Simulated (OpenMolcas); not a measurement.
**Zr²⁺ among point charges: CASSCF levels and susceptibility**

How does a field of 6 point charges split the states of Zr²⁺, and what χT follows?

Program: OpenMolcas 26.06. Level of theory: state-averaged CASSCF, spin-orbit coupling by RASSI with atomic mean-field integrals. These are calculated values, not measurements, unless marked.

1 further run of the same task is left out (it didn't finish).

### Step 1. The system

* Species: Zr²⁺ (zirconium, Z = 40, 38 electrons)
* Basis: ANO-RCC-VDZP [6s5p3d1f], 43 functions
* Scalar Hamiltonian: DKH2, point nucleus
* Inactive shells: 1s 2s 2p 3s 3p 3d 4s 4p
* Active space: 2 electrons in 5 orbitals (4d)
* Some configurations of this space: 4d2
* Orbitals: optimised for each spin and parity, averaged over all roots

The outer shells:

4d2
```
4d [↑ ][↑ ][  ][  ][  ]
```

The ion sits among 6 point charges of -1 e arranged as a trigonal prism (D3h), 1.88 Å from the ion, with a polar angle of 42.2° against the regular 49.1°. The active orbitals were held to one l.

Each step is its own input file, run in one work folder so that later steps find the files of earlier ones. Labels, J, g values, rates, χT and fits are worked out afterwards by a script from the matrices that RASSI stores.

### Step 2. GATEWAY and SEWARD: basis and integrals

a.inp reads:

```
&GATEWAY
Coord
1

Zr 0.0 0.0 0.0
Basis=ANO-RCC-VDZP
Group=NoSym
NoMove
AngMom=0.0 0.0 0.0
AMFI
XField
6 Angstrom 0
1.263467 0.000000 1.392139 -1.000000
-0.631733 1.094194 1.392139 -1.000000
-0.631733 -1.094194 1.392139 -1.000000
1.263467 0.000000 -1.392139 -1.000000
-0.631733 1.094194 -1.392139 -1.000000
-0.631733 -1.094194 -1.392139 -1.000000
&SEWARD
```

Started as:

```console
OMP_NUM_THREADS=1 MOLCAS_MEM=1689 MOLCAS_PROJECT=a pymolcas a.inp > a.log
```

What it wrote:

```text
Basis set label: ZR.ANO-RCC...6S5P3D1F.

      Electronic valence basis set:
      ------------------
      Associated Effective Charge  40.000000 au
      Associated Actual Charge     40.000000 au
      Nuclear Model: Point charge

      Shell  nPrim  nBasis  Cartesian Spherical Contaminant
         s      21       6        X
         p      18       5        X
         d      13       3                 X
         f       6       1                 X
                  Relativistic Douglas-Kroll-Hess integrals:
                    - DKH order of Hamiltonian: 2
                    - DKH order of Properties : 0
                  Atomic mean-field integrals
```

### Step 3. Reference wave functions, triplets, 10 roots

a.inp reads:

```
&RASSCF
FileOrb=start.orb
Symmetry=1
Spin=3
nActEl=2 0 0
Inactive=18
Ras2=5
CIRoot=10 10 1
SDav=10
CIMx=300
Iter=120 100
PrWF=0.3
OrbListing=Nothing
MaxOrb=0
SupSym
1
15 10 11 12 13 14 19 20 21 22 23 32 33 34 35 36
>>> COPY $Project.JobIph JOB001
```

start.orb holds the contracted functions of the basis, ordered by shell, or the orbitals of the step before.

What it wrote:

```text
Wave function specifications:
      -----------------------------

      Number of closed shell electrons          36
      Number of electrons in active shells       2
      Max number of holes in RAS1 space          0
      Max nr of electrons in RAS3 space          0
      Number of inactive orbitals               18
      Number of active orbitals                  5
      Number of secondary orbitals              20
      Spin quantum number                      1.0
      State symmetry                             1
Orbital specifications:
      -----------------------

      Symmetry species                           1
                                                 a
      Frozen orbitals                            0
      Inactive orbitals                         18
      Active orbitals                            5
      RAS1 orbitals                              0
      RAS2 orbitals                              5
      RAS3 orbitals                              0
      Secondary orbitals                        20
      Deleted orbitals                           0
      Number of basis functions                 43
      Number of CSFs                            10
      Number of root(s) required                10
      Iter CI   SX   CI       RASSCF       Energy    max ROT     max BLB   max BLB  Level Ln srch  Step   QN
          iter iter root      energy       change     param      element    value   shift minimum  type update
 Nr of preliminary CI iterations:   1
      Total energies have been shifted. Add                -3000.00 au
        1   1    6    0  -598.57419285    0.00E+00   6.50E-02   17  39 1 -8.84E-02*  0.10   0.00    SX    NO
        2   1    6    0  -598.58569968   -1.15E-02*  2.23E-02   18  28 1  1.39E-02*  0.08   0.00    SX    NO
        3   1    5    0  -598.58617839   -4.79E-04*  3.57E-03   18  28 1  5.12E-03*  0.07   0.00    SX    NO
        4   1    5    0  -598.58620064   -2.22E-05*  1.24E-03   16  29 1  8.53E-04*  0.07   0.00    SX    NO
        5   1    5    0  -598.58620204   -1.40E-06*  2.12E-04   18  31 1 -4.16E-04*  0.07   0.88    QN   YES
        6   1    4    0  -598.58620217   -1.30E-07*  2.31E-05   18  28 1  3.62E-05   0.07   1.06    QN   YES
        7   1    3    0  -598.58620218   -8.59E-10  -3.65E-06   17  39 1  2.30E-06   0.07   1.06    QN   YES
      Convergence after  7 iterations
        8   1    3    0  -598.58620218   -3.64E-12  -3.65E-06   17  39 1  3.07E-07   0.07   1.06    QN   YES
      Natural orbitals and occupation numbers for root  1
      sym 1:   0.994879   0.005121  -0.000000   0.005121   0.994879
      Natural orbitals and occupation numbers for root  2
      sym 1:   1.000000   0.000000   1.000000   0.000000  -0.000000
      Natural orbitals and occupation numbers for root  3
      sym 1:  -0.000000  -0.000000   1.000000   0.000000   1.000000
::    RASSCF root number  1 Total energy:  -3598.69562195
::    RASSCF root number  2 Total energy:  -3598.63968912
::    RASSCF root number  3 Total energy:  -3598.63968910
::    RASSCF root number  4 Total energy:  -3598.60945025
::    RASSCF root number  5 Total energy:  -3598.60945025
::    RASSCF root number  6 Total energy:  -3598.59792778
::    RASSCF root number  7 Total energy:  -3598.59792778
::    RASSCF root number  8 Total energy:  -3598.49542445
::    RASSCF root number  9 Total energy:  -3598.49542440
::    RASSCF root number 10 Total energy:  -3598.48141666
```

### Step 4. Reference wave functions, singlets, 15 roots

a.inp reads:

```
&RASSCF
FileOrb=start.orb
Symmetry=1
Spin=1
nActEl=2 0 0
Inactive=18
Ras2=5
CIRoot=15 15 1
SDav=15
CIMx=300
Iter=120 100
PrWF=0.3
OrbListing=Nothing
MaxOrb=0
SupSym
1
15 10 11 12 13 14 19 20 21 22 23 32 33 34 35 36
>>> COPY $Project.JobIph JOB002
```

What it wrote:

```text
Wave function specifications:
      -----------------------------

      Number of closed shell electrons          36
      Number of electrons in active shells       2
      Max number of holes in RAS1 space          0
      Max nr of electrons in RAS3 space          0
      Number of inactive orbitals               18
      Number of active orbitals                  5
      Number of secondary orbitals              20
      Spin quantum number                      0.0
      State symmetry                             1
Orbital specifications:
      -----------------------

      Symmetry species                           1
                                                 a
      Frozen orbitals                            0
      Inactive orbitals                         18
      Active orbitals                            5
      RAS1 orbitals                              0
      RAS2 orbitals                              5
      RAS3 orbitals                              0
      Secondary orbitals                        20
      Deleted orbitals                           0
      Number of basis functions                 43
      Number of CSFs                            15
      Number of root(s) required                15
      Iter CI   SX   CI       RASSCF       Energy    max ROT     max BLB   max BLB  Level Ln srch  Step   QN
          iter iter root      energy       change     param      element    value   shift minimum  type update
 Nr of preliminary CI iterations:   1
      Total energies have been shifted. Add                -3000.00 au
        1   1    4    0  -598.54727242    0.00E+00  -1.59E-02   21  34 1 -3.65E-03*  0.07   0.00    SX    NO
        2   1    6    0  -598.54761270   -3.40E-04*  3.18E-03   18  31 1 -5.38E-03*  0.06   0.00    SX    NO
        3   1    5    0  -598.54764124   -2.85E-05*  1.54E-03   10  36 1  9.15E-04*  0.06   0.00    SX    NO
        4   1    5    0  -598.54764437   -3.13E-06*  4.97E-04   16  29 1 -6.22E-04*  0.06   0.00    SX    NO
        5   1    5    0  -598.54764476   -3.94E-07*  1.55E-04   18  31 1  1.67E-04*  0.06   0.75    QN   YES
        6   1    4    0  -598.54764483   -6.26E-08*  1.80E-05   16  26 1  1.24E-05   0.06   1.04    QN   YES
        7   1    3    0  -598.54764483   -7.38E-10   3.35E-06   17  27 1  3.38E-06   0.06   1.19    QN   YES
      Convergence after  7 iterations
        8   1    3    0  -598.54764483   -2.23E-11   3.35E-06   16  26 1  1.39E-07   0.06   1.19    QN   YES
      Natural orbitals and occupation numbers for root  1
      sym 1:   0.999999   0.000000   0.000000   0.000000   1.000001
      Natural orbitals and occupation numbers for root  2
      sym 1:   1.000003   0.000000   0.000000   0.000000   0.999997
      Natural orbitals and occupation numbers for root  3
      sym 1:   0.965030   0.014521   0.040892   0.014521   0.965036
::    RASSCF root number  1 Total energy:  -3598.67597214
::    RASSCF root number  2 Total energy:  -3598.67597214
::    RASSCF root number  3 Total energy:  -3598.66585252
::    RASSCF root number  4 Total energy:  -3598.60101633
::    RASSCF root number  5 Total energy:  -3598.60101631
::    RASSCF root number  6 Total energy:  -3598.57476716
::    RASSCF root number  7 Total energy:  -3598.57476716
::    RASSCF root number  8 Total energy:  -3598.55931327
::    RASSCF root number  9 Total energy:  -3598.55931327
::    RASSCF root number 10 Total energy:  -3598.49534660
::    RASSCF root number 11 Total energy:  -3598.47307208
::    RASSCF root number 12 Total energy:  -3598.47307202
::    RASSCF root number 13 Total energy:  -3598.44406845
::    RASSCF root number 14 Total energy:  -3598.44406845
::    RASSCF root number 15 Total energy:  -3598.39705450
```

### Step 5. State interaction with spin-orbit coupling

a.inp reads:

```
&RASSI
NrOfJobIphs=2 10 15
1 2 3 4 5 6 7 8 9 10
1 2 3 4 5 6 7 8 9 10 11 12 13 14 15
IphNames
JOB001
JOB002
EJob
SpinOrbit
DIPRint=1.0
SOCoupling=1000.0
Subsets=2
Property=9
'ANGMOM' 1 'ANGMOM' 2 'ANGMOM' 3 'MLTPL  1' 1 'MLTPL  1' 2 'MLTPL  1' 3
'AMFI' 1 'AMFI' 2 'AMFI' 3
SOProperty=3
'ANGMOM' 1 'ANGMOM' 2 'ANGMOM' 3
```

What it wrote:

```text
SPIN-FREE ENERGIES:
  (Shifted by EMIN (a.u.) =      -3598.6956219457)

 SF State       Relative EMIN(au)   Rel lowest level(eV)    D:o, cm**(-1)      L_eff

     1             0.0000000000        0.0000000000              0.0000         1.7
    11             0.0196498062        0.5346984650           4312.6340         4.0
    12             0.0196498062        0.5346984650           4312.6340         4.0
    13             0.0297694219        0.8100672388           6533.6329         1.7
     2             0.0559328244        1.5220096891          12275.8360         3.0
     3             0.0559328418        1.5220101624          12275.8398         3.0
     5             0.0861716917        2.3448511876          18912.5003         3.0
     4             0.0861716917        2.3448511876          18912.5003         3.0
    14             0.0946056185        2.5743500260          20763.5332         2.9
    15             0.0946056366        2.5743505198          20763.5372         2.9
     6             0.0976941615        2.6583935614          21441.3901         2.6
     7             0.0976941696        2.6583937838          21441.3919         2.6
    16             0.1208547814        3.2886261376          26524.5586         2.3
    17             0.1208547838        3.2886262009          26524.5591         2.3
    18             0.1363086803        3.7091481471          29916.2974         4.0
    19             0.1363086803        3.7091481471          29916.2974         4.0
     8             0.2001974921        5.4476512821          43938.2708         1.6
     9             0.2001975413        5.4476526230          43938.2816         1.6
    20             0.2002753414        5.4497696700          43955.3567         3.5
    10             0.2142052877        5.8288228198          47012.6266         2.6
    21             0.2225498656        6.0558903505          48844.0497         3.8
    22             0.2225499217        6.0558918777          48844.0620         3.8
    23             0.2515535004        6.8451194614          55209.6118         3.4
    24             0.2515535004        6.8451194614          55209.6118         3.4
    25             0.2985674496        8.1244341904          65527.9809         1.8
     Dipole printing threshold changed to   1.00000000E+00

++ Dipole transition strengths (spin-free states):
   -----------------------------------------------
     for osc. strength at least  1.00000000E+00

  ( Max oscillator strength is only    1.7654872828009285E-031 )
--
Eigenvalues of complex Hamiltonian:
   -----------------------------------
  (Shifted by EMIN (a.u.) =      -3598.6956219457)

 SO State       Relative EMIN(au)   Rel lowest level(eV)    D:o, cm**(-1)     J-value

     1            -0.0002252611        0.0000000000              0.0000         2.1
     2            -0.0000208022        0.0055636090             44.8735         1.9
     3            -0.0000208022        0.0055636091             44.8735         1.9
     4             0.0196177110        0.5399547775           4355.0290         1.5
     5             0.0196177110        0.5399547775           4355.0290         1.5
     6             0.0299394327        0.8208231346           6620.3851         1.8
     7             0.0545782301        1.4912789671          12027.9760         2.5
     8             0.0545782301        1.4912789670          12027.9760         2.5
     9             0.0557499819        1.5231639580          12285.1458         2.6
    10             0.0557499993        1.5231644302          12285.1496         2.6
    11             0.0570821933        1.5594152761          12577.5324         2.5
    12             0.0570821933        1.5594152761          12577.5324         2.5
    13             0.0838716605        2.2883938167          18457.1409         1.7
    14             0.0838716614        2.2883938409          18457.1411         1.7
    15             0.0862412840        2.3528745547          18977.2131         1.9
    16             0.0862412840        2.3528745547          18977.2131         1.9
    17             0.0883708464        2.4108229012          19444.5980         1.6
    18             0.0883708464        2.4108229012          19444.5980         1.6
    19             0.0944290622        2.5756753512          20774.2227         2.2
    20             0.0944290768        2.5756757478          20774.2259         2.2
    21             0.0973456463        2.6550396487          21414.3389         2.6
    22             0.0973626578        2.6555025530          21418.0725         2.6
    23             0.0975779927        2.6613621162          21465.3331         2.8
    24             0.0975780008        2.6613623359          21465.3349         2.8
    25             0.0984991781        2.6864288454          21667.5099         2.7
    26             0.0984991807        2.6864289171          21667.5105         2.7
    27             0.1210580413        3.3002867875          26618.6081         2.1
    28             0.1210580436        3.3002868482          26618.6086         2.1
    29             0.1363365484        3.7160361446          29971.8528         2.8
    30             0.1363365484        3.7160361446          29971.8528         2.8
    31             0.1974258053        5.3783595082          43379.3949         2.3
    32             0.1992992154        5.4293375939          43790.5609         1.6
    33             0.2000713523        5.4503485115          43960.0254         1.7
    34             0.2000714011        5.4503498384          43960.0361         1.7
    35             0.2010478832        5.4769212705          44174.3491         1.6
    36             0.2010478832        5.4769212705          44174.3491         1.6
    37             0.2018290770        5.4981786351          44345.8014         2.9
    38             0.2141053557        5.8322331982          47040.1331         2.8
    39             0.2141053568        5.8322332284          47040.1334         2.8
    40             0.2144411617        5.8413709437          47113.8340         3.0
    41             0.2228174314        6.0693008540          48952.2127         3.7
Weights of the five most important spin-orbit-free states for each spin-orbit state.

 SO State  Total energy (au)           Spin-free states, spin, and weights
 -------------------------------------------------------------------------------------------------------
    1        -0.000225       1 1.0  0.9931   13 0.0  0.0065    6 1.0  0.0002    7 1.0  0.0002   20 0.0  0.0000
    2        -0.000021       1 1.0  0.9998    6 1.0  0.0001   17 0.0  0.0001    7 1.0  0.0000   16 0.0  0.0000
    3        -0.000021       1 1.0  0.9998    7 1.0  0.0001   16 0.0  0.0001    6 1.0  0.0000   17 0.0  0.0000
    4         0.019618      12 0.0  0.9995    4 1.0  0.0002    5 1.0  0.0002    1 1.0  0.0000   11 0.0  0.0000
    5         0.019618      11 0.0  0.9995    5 1.0  0.0002    4 1.0  0.0002    1 1.0  0.0000   12 0.0  0.0000
    6         0.029939      13 0.0  0.9931    1 1.0  0.0066    7 1.0  0.0002    6 1.0  0.0002    8 1.0  0.0000
    7         0.054578       2 1.0  0.4989    3 1.0  0.4989    7 1.0  0.0015   16 0.0  0.0006   21 0.0  0.0000
    8         0.054578       2 1.0  0.4989    3 1.0  0.4989    6 1.0  0.0015   17 0.0  0.0006   22 0.0  0.0000
    9         0.055750       2 1.0  0.9947    5 1.0  0.0014    4 1.0  0.0014   15 0.0  0.0011    6 1.0  0.0007
   10         0.055750       3 1.0  0.9947    4 1.0  0.0014    5 1.0  0.0014   14 0.0  0.0011    7 1.0  0.0007
   11         0.057082       3 1.0  0.4986    2 1.0  0.4986    5 1.0  0.0025   19 0.0  0.0002   18 0.0  0.0002
   12         0.057082       3 1.0  0.4986    2 1.0  0.4986    4 1.0  0.0025   18 0.0  0.0002   19 0.0  0.0002
```

These steps took 5.2 s in all on 1 thread of Arm Neoverse V1, shared host.

States without spin-orbit coupling:

| state | degeneracy | E (cm-1) | free-ion L (%) |
| --- | --- | --- | --- |
| 3A2 | 1 | 0 | P (74) |
| 1E | 2 | 4313 | G (100) |
| 1A1 | 1 | 6534 | D (75) |
| 3E | 2 | 12276 | F (100) |
| triplet | 2 | 18913 | F (100) |
| 1E | 2 | 20764 | D (63) |
| 3E | 2 | 21441 | F (78) |
| 1E | 2 | 26525 | D (90) |
| singlet | 2 | 29916 | G (100) |
| 3E | 2 | 43938 | P (78) |
| 1A1 | 1 | 43955 | G (76) |
| 3A2 | 1 | 47013 | F (74) |
| 1E | 2 | 48844 | G (90) |
| 1E | 2 | 55210 | G (63) |
| 1A1 | 1 | 65528 | S (65) |

With spin-orbit coupling:

```json
{"E (cm-1)": "0.0", "Degeneracy": "1", "Label": "A1", "2S+1": "3", "g": ""}
{"E (cm-1)": "44.9", "Degeneracy": "2", "Label": "E", "2S+1": "3", "g": "0.00 0.00 4.00"}
{"E (cm-1)": "4355", "Degeneracy": "2", "Label": "E", "2S+1": "1", "g": "0.00 0.00 8.00"}
{"E (cm-1)": "6620", "Degeneracy": "1", "Label": "A1", "2S+1": "1", "g": ""}
{"E (cm-1)": "12028", "Degeneracy": "2", "Label": "E", "2S+1": "3", "g": ""}
{"E (cm-1)": "12285", "Degeneracy": "2", "Label": "E", "2S+1": "3", "g": "0.00 0.00 4.00"}
{"E (cm-1)": "12578", "Degeneracy": "2", "Label": "", "2S+1": "3", "g": "0.00 0.00 8.00"}
{"E (cm-1)": "18457", "Degeneracy": "2", "Label": "E", "2S+1": "3", "g": "0.00 0.00 2.04"}
{"E (cm-1)": "18977", "Degeneracy": "2", "Label": "", "2S+1": "3", "g": "0.00 0.00 6.00"}
{"E (cm-1)": "19445", "Degeneracy": "2", "Label": "E", "2S+1": "3", "g": "0.00 0.00 10.00"}
{"E (cm-1)": "20774", "Degeneracy": "2", "Label": "E", "2S+1": "1", "g": "0.00 0.00 4.16"}
{"E (cm-1)": "21414", "Degeneracy": "1", "Label": "A2", "2S+1": "3", "g": ""}
{"E (cm-1)": "21418", "Degeneracy": "1", "Label": "A1", "2S+1": "3", "g": ""}
{"E (cm-1)": "21465", "Degeneracy": "2", "Label": "E", "2S+1": "3", "g": "0.00 0.00 2.00"}
{"E (cm-1)": "21668", "Degeneracy": "2", "Label": "E", "2S+1": "3", "g": "0.00 0.00 5.81"}
{"E (cm-1)": "26619", "Degeneracy": "2", "Label": "E", "2S+1": "1", "g": "0.00 0.00 2.00"}
{"E (cm-1)": "29972", "Degeneracy": "2", "Label": "", "2S+1": "1", "g": "0.00 0.00 6.00"}
{"E (cm-1)": "43379", "Degeneracy": "1", "Label": "A1", "2S+1": "3", "g": ""}
{"E (cm-1)": "43791", "Degeneracy": "1", "Label": "A2", "2S+1": "3", "g": ""}
{"E (cm-1)": "43960", "Degeneracy": "2", "Label": "E", "2S+1": "3", "g": "0.00 0.00 2.01"}
{"E (cm-1)": "44174", "Degeneracy": "2", "Label": "E", "2S+1": "3", "g": "0.00 0.00 6.00"}
{"E (cm-1)": "44346", "Degeneracy": "1", "Label": "A1", "2S+1": "1", "g": ""}
{"E (cm-1)": "47040", "Degeneracy": "2", "Label": "E", "2S+1": "3", "g": "0.00 0.00 3.94"}
{"E (cm-1)": "47114", "Degeneracy": "1", "Label": "A1", "2S+1": "3", "g": ""}
```

Labels of spin-orbit levels are those of the rotation subgroup (D3 for D3h). Principal g values are given for doublets only; a zero marks a field direction without first-order Zeeman splitting.

Powder χT (cm³ K/mol): 0.06 at 2 K, 0.15 at 5 K, 0.30 at 10 K, 0.57 at 20 K, 0.88 at 50 K, 0.95 at 100 K, 0.97 at 150 K, 0.98 at 200 K, 0.98 at 250 K, 0.98 at 300 K.

### Step 6. Results

```
                                            quantity                            value
                                              method                           CASSCF
                              spin-free ground state  3A2, 1-fold in its orbital part
first state of the same spin within the active space                 3E at 12300 cm⁻¹
                                        lowest level                        1-fold A1
                                          next level                        44.9 cm⁻¹
                                         χT at 300 K                   0.98 cm³ K/mol
                           effective moment at 300 K                          2.80 μB
```

**Reading.** The spin-free ground state (3A2) comes to 74 % from free-ion P terms and keeps the highest spin of the shell. χT at 300 K is 0.98, against 1.00 cm³ K/mol for the spin alone; near agreement at one temperature doesn't show that the orbital moment is quenched. The field of point charges can differ much from that of real complexes. This is an electrostatic model: the charges have no orbitals.
